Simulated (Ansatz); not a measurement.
This script makes the interaction energy of a dimer with the counterpoise correction of BH2IO, SMILES OBI with the Ansatz DFT code, driven from Python.

Script `run_dimer.py`:
```python
from dataclasses import dataclass

import ansatz as az


@dataclass
class Options:
    basis: str = 'def2-SVPD'
    xc: str = 'r2scan'
    vdw: str = 'd4'


settings = Options()

FIRST = [
    ('O', (-0.8267, -0.8597, 0.1135)),
    ('B', (0.3129, 0.0182, 0.2099)),
    ('I', (0.0852, 2.2089, 0.3384)),
    ('H', (-0.9612, -0.8837, -0.876)),
    ('H', (1.3898, -0.4838, 0.2144)),
]
SECOND = [
    ('O', (1.3565, -3.8293, 0.5663)),
    ('B', (-0.0132, -3.4837, 0.2779)),
    ('I', (-1.0461, -4.2305, -1.5229)),
    ('H', (1.8395, -3.1076, 0.0727)),
    ('H', (-0.5709, -2.773, 1.0496)),
]

def energy(atoms, ghosts=()):
    molecule = az.Crystal.molecule()
    for symbol, xyz in atoms:
        molecule = molecule.atom(symbol, xyz)
    calc = (
        molecule.calculation()
        .basis(gaussian=settings.basis)
        .functional(settings.xc, dispersion=settings.vdw)
    )
    deck = calc.input()
    if ghosts:
        deck = deck.set(az.key.basis.gaussian.ghost_atoms, [{'symbol': s, 'position_ang': list(xyz)} for s, xyz in ghosts])
    return az.Session.from_dict(deck).plan().execute().report['free_energy_ev']

both = energy(FIRST + SECOND)
alone = energy(FIRST) + energy(SECOND)
ghosted = energy(FIRST, SECOND) + energy(SECOND, FIRST)
print(f'dimer {both:.6f} eV')
print(f'interaction, uncorrected   {96.485332 * (both - alone):8.3f} kJ/mol')
print(f'interaction, counterpoise  {96.485332 * (both - ghosted):8.3f} kJ/mol')
print(f'basis-set superposition    {96.485332 * (alone - ghosted):8.3f} kJ/mol')
```

How large is the interaction at this pose, and how much of it is basis-set superposition?

Uncorrected it is 4.818 kJ/mol, with the counterpoise correction 7.976 kJ/mol; the difference, 3.16 kJ/mol, is the superposition error. In this basis both values are repulsive.

What the script printed:

```console
$ python run_dimer.py
dimer -21715.218580 eV
interaction, uncorrected      4.818 kJ/mol
interaction, counterpoise     7.976 kJ/mol
basis-set superposition       3.158 kJ/mol
```

Notes:
- Total energies depend on the basis set; only differences at equal settings carry meaning.
- The dimer is a generated trial pose of unrelaxed monomers, not a minimum, so the figure is no binding energy, and the basis set is small.
- def2 sets replace the cores of elements past krypton by effective core potentials.
- Wall time of the script: 51 s on 1 thread of Arm Neoverse V1, with other jobs on the host, peak memory 0.36 GiB.

(Lines on the test bed's own set-up are left out of the output.)
